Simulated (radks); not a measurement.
# The Coulomb parameter U of the 5d shell of Hf

One table from this session's results is given with a row withheld; the runs are named, their logs left out.

The numbers are computed with radks (a radial shooting solver on a logarithmic mesh, Libxc functionals) version 1 (Dirac Kohn-Sham, PBE, spin-unpolarised, spherical densities, finite nucleus; open shells are shared between the two j in proportion to 2j + 1), except any that are marked as measured or tabulated.

**What is computed**

* element: hafnium (Z = 72)
* charge: 0
* electrons: 72
* configuration: [Xe] 4f14 5d2.5 6s1.5
* nuclear rms radius: 5.347 fm

The first run:

Input:

```text
Z 72
configuration [Xe] 4f14 5d2.5 6s1.5
relativity Dirac
functional pbe,pbe
spin unpolarised
j_filling average
nucleus finite rms 5.347 fm
c 137.035999084
```

Among the steps run: Start: [Xe] 4f14 5d2.5 6s1.5.

One of the session's tables, all rows but one given; the rest of the session is left out.

It belongs to the step «Start: [Xe] 4f14 5d2.5 6s1.5». From the orbitals of this run (lengths in bohr):

| level | <r> | outermost maximum (interpolated) | 90 % within | nodes |
| --- | --- | --- | --- | --- |
| 5s1/2 | 1.137 | 1.02 | 1.64 | 4 |
| 5p1/2 | 1.269 | 1.10 | 1.86 | 3 |
| 5p3/2 | 1.380 | 1.19 | 2.03 | 3 |
| 4f5/2 | 0.6712 | 0.452 | 1.14 | 0 |
| 4f7/2 | 0.6842 | 0.457 | 1.16 | 0 |
| 6s1/2 | ? | ? | ? | ? |
| 5d3/2 | 2.519 | 1.67 | 4.22 | 2 |
| 5d5/2 | 2.673 | 1.74 | 4.51 | 2 |

Q: Estimate the row for 6s1/2 from the others.

The run gave: <r>: 3.501; outermost maximum (interpolated): 2.93; 90 % within: 5.22; nodes: 5. In the column «<r>» it is the highest.
